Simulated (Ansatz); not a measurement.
Write a Python script for the Python package of Ansatz (0.2.0) that makes cell relaxations under several functionals of KF, space group Fm-3m. Settings (first run): PBE, PAW, the default cutoff (420 eV here), 8×8×8 k-points, fixed occupations, D3BJ dispersion.

```xyz
2
Lattice="0.0000 2.6719 2.6719 2.6719 0.0000 2.6719 2.6719 2.6719 0.0000" Properties=species:S:1:pos:R:3 pbc="T T T"
K     0.0000    0.0000    0.0000
F     2.6719    2.6719    2.6719
```

`lattice_kf.py`
```python
import ansatz as az
import numpy as np

def edges_and_angles(cell):
    cell = np.asarray(cell)
    a, b, c = np.linalg.norm(cell, axis=1)
    cosines = cell[1] @ cell[2] / (b * c), cell[0] @ cell[2] / (a * c), cell[0] @ cell[1] / (a * b)
    return (a, b, c, *np.degrees(np.arccos(cosines)))

xtal = (
    az.Lattice.fcc(5.3437)
    .space_group(225)
    .atom("K", (0.0, 0.0, 0.0))
    .atom("F", (0.5, 0.0, 0.0))
    .primitive()
)

model = (
    xtal.calculation()
    .mixing("msr1")
    .kpoints(density=3.5)
    .scf(lower_state_search="standard", algorithm="density_mixing")
    .occupations("fixed")
    .relax(cell=True, force_tolerance=0.05, max_displacement=0.1)
)

levels = [("pbe", "d3bj"), ("lda", "none"), ("r2scan", "rvv10")]
print("level            a       b       c    alpha   beta  gamma  V/atom  steps")
for name, dispersion in levels:
    seen = []
    run = model.functional(name, dispersion=dispersion).session().plan()
    done = run.execute(on_event=lambda e: seen.append(e) if e["event"] == "relax_step" else None)
    cell = done.lattice.cell_ang
    label = name if dispersion == "none" else f"{name}+{dispersion}"
    print("{:13s} {:7.4f} {:7.4f} {:7.4f} {:6.2f} {:6.2f} {:6.2f}".format(label, *edges_and_angles(cell)), f"{abs(np.linalg.det(cell)) / len(done.lattice.sites):7.3f} {len(seen):5d}")
```

```console
$ python lattice_kf.py
level            a       b       c    alpha   beta  gamma  V/atom  steps
DeckWarning: basis.ecutwfc = 420 eV, auto-derived from the records' recommended cutoffs: set by K (normal level)
pbe+d3bj       3.7806  3.7806  3.7806  60.00  60.00  60.00  19.105     4
lda            3.6505  3.6505  3.6505  60.00  60.00  60.00  17.199     8
DeckWarning: basis.ecutwfc = 500 eV, auto-derived from the records' recommended cutoffs: set by K (their level for a meta-GGA)
r2scan+rvv10   3.7338  3.7338  3.7338  60.00  60.00  60.00  18.404     6
```
(Warnings from the package without file and line.)

From smallest to largest: LDA (17.20 Å³ an atom, -9.8 % against the start), r2SCAN+RVV10 (18.40 Å³ an atom, -3.5 % against the start) and PBE+D3BJ (19.10 Å³ an atom, +0.2 % against the start). The spread is 11.1 % in volume.

What to keep in mind:
- These settings explore the input space; cutoff and mesh may be short of convergence.
- Forces vanish by symmetry, so the ions can't move, and the end may be a saddle.
- Edges and angles are those of the cell as typed, here a primitive one, not of the conventional cell.
- The starting cell is as deposited in a crystallographic database; the results hold for this polymorph, which needn't be the stable one.
- Processor time in the engine: 33 s on 1 thread of Intel(R) Xeon(R) Processor @ 2.30GHz, with other jobs on the host, peak memory 0.66 GiB.
